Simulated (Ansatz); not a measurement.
# AlH7O3Si2: small, medium and large basis sets

The task here is to estimate one member of a computed series from the others.

The runs use Ansatz 0.2.0, Gaussian basis; one geometry, several basis sets.

The runs, in order: PBE0-D4/def2-SVP; ωB97M-V/def2-SVP; PBE0-D4/def2-QZVPP; ωB97M-V/def2-QZVPP; the functionals' def2-TZVPP values are taken from earlier runs.

### The relaxed structure

All runs share one geometry, relaxed beforehand with PBE0-D4 in a triple-zeta def2 set.

13 atoms, charge 0, spin multiplicity 1.

Atoms are counted from 1 here; the program's logs count them from 0.

Bond lengths: O1–Al2 1.684 Å, O1–H7 0.956 Å, Al2–O3 1.669 Å, Al2–O5 1.675 Å, O3–Si4 1.623 Å, Si4–H8 1.487 Å, Si4–H9 1.487 Å, Si4–H10 1.487 Å, O5–Si6 1.625 Å, Si6–H11 1.487 Å, Si6–H12 1.488 Å, Si6–H13 1.487 Å. Angles: Al2–O1–H7 122.4°, O1–Al2–O3 118.6°, O1–Al2–O5 121.1°, O3–Al2–O5 120.3°, Al2–O3–Si4 168.1°, O3–Si4–H8 109.7°, O3–Si4–H9 110.2°, O3–Si4–H10 110.4°, H8–Si4–H9 108.8°, H8–Si4–H10 108.8°, H9–Si4–H10 108.9°, Al2–O5–Si6 161.4°, O5–Si6–H11 109.7°, O5–Si6–H12 110.9°, O5–Si6–H13 109.7°, H11–Si6–H12 108.8°, H11–Si6–H13 108.9°, H12–Si6–H13 108.8°.

Set-up of the first run:

in.yaml reads:

```yaml
crystal:
  periodic: [false, false, false]
  atoms:
    - {symbol: O, position_ang: [1.487619, 1.691729, -1.443258]}
    - {symbol: Al, position_ang: [0.481946, 0.652758, -0.579519]}
    - {symbol: O, position_ang: [1.159354, -0.321350, 0.594210]}
    - {symbol: Si, position_ang: [2.106376, -1.117844, 1.644932]}
    - {symbol: O, position_ang: [-1.164406, 0.590975, -0.883935]}
    - {symbol: Si, position_ang: [-2.732403, 0.172478, -0.797456]}
    - {symbol: H, position_ang: [1.157763, 2.271899, -2.127076]}
    - {symbol: H, position_ang: [1.316285, -2.172526, 2.333077]}
    - {symbol: H, position_ang: [2.644488, -0.179198, 2.665229]}
    - {symbol: H, position_ang: [3.244200, -1.759067, 0.933727]}
    - {symbol: H, position_ang: [-3.190000, -0.330033, -2.119843]}
    - {symbol: H, position_ang: [-2.943121, -0.893000, 0.219216]}
    - {symbol: H, position_ang: [-3.547800, 1.358580, -0.424604]}
basis:
  gaussian: {orbitals: def2-SVP}
hamiltonian: {xc: pbe0, dispersion: d4}
output: {orbitals: {seedname: orbitals}}
```

Run with:

```console
$ ansatz run in.yaml --threads 4 --pin off --events-out ev --progress --plain --max-ram 11315MiB
```

Among the steps run: PBE0-D4 in def2-SVP; ωB97M-V in def2-SVP; PBE0-D4 in def2-QZVPP; ωB97M-V in def2-QZVPP.

One table of the session follows, with a row left open; its other results are not shown here.

It belongs to the step «Density functionals: the series». 

| functional | basis | HOMO (eV) |
| --- | --- | --- |
| PBE0-D4 | def2-SVP | -8.56 |
| PBE0-D4 | def2-TZVPP | ? |
| PBE0-D4 | def2-QZVPP | -8.70 |
| ωB97M-V | def2-SVP | -10.83 |
| ωB97M-V | def2-TZVPP | -11.00 |
| ωB97M-V | def2-QZVPP | -11.02 |

Q: Estimate the row for PBE0-D4, def2-TZVPP from the others.

**Answer.** HOMO (eV): -8.68. In the column «HOMO (eV)» it lies between PBE0-D4, def2-QZVPP (-8.70) and PBE0-D4, def2-SVP (-8.56).
